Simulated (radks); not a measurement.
# Gd⁴⁺ in [Kr] 4d10 4f6.25 5s2 5p5.75: an all-electron calculation

What are the levels of the gadolinium ion Gd4+, how large are its shells, and how does its energy divide?

The numbers are computed with radks (a radial shooting solver on a logarithmic mesh, Libxc functionals) version 1 (Dirac Kohn-Sham, PBEsol, spin-unpolarised, spherical densities, finite nucleus; open shells fill j = l - 1/2 first), except any that are marked as measured or tabulated.

## Step 1: The atom as given

| Property | Result |
| --- | --- |
| element | gadolinium (Z = 64) |
| charge | +4 |
| electrons | 60 |
| configuration | [Kr] 4d10 4f6.25 5s2 5p5.75 |
| nuclear rms radius | 5.1569 fm |

## Step 2: Self-consistent calculation

Input:

```text
Z 64
configuration [Kr] 4d10 4f6.25 5s2 5p5.75
relativity Dirac
functional pbe_sol,pbe_sol
spin unpolarised
j_filling energy
nucleus finite rms 5.1569 fm
c 137.035999084
```

Run with:

```
python run_ks.py task.json out
```

This one command runs every case of the session in turn.

What does the calculation give?

**Answer**, as computed:

```
                        quantity                   value
                    total energy     -11272.3501 hartree
exchange-correlation share of it                  2.17 %
                            −T/E                  1.0903
          highest occupied level       4f7/2, -51.739 eV
    most extended occupied level  5p3/2, <r> = 1.50 bohr
 radius at density 0.001 e/bohr³               3.09 bohr
    maxima of the radial density                       4
```

5 principal shells are occupied and 4 maxima appear in the radial density; where shells overlap, one shows as a shoulder or not at all. −T/E is 1.090: with relativity the kinetic term as defined here no longer equals −E. This is not the tabulated ground configuration, so its levels and sizes aren't those of the ground state, and no measured value stands beside it.
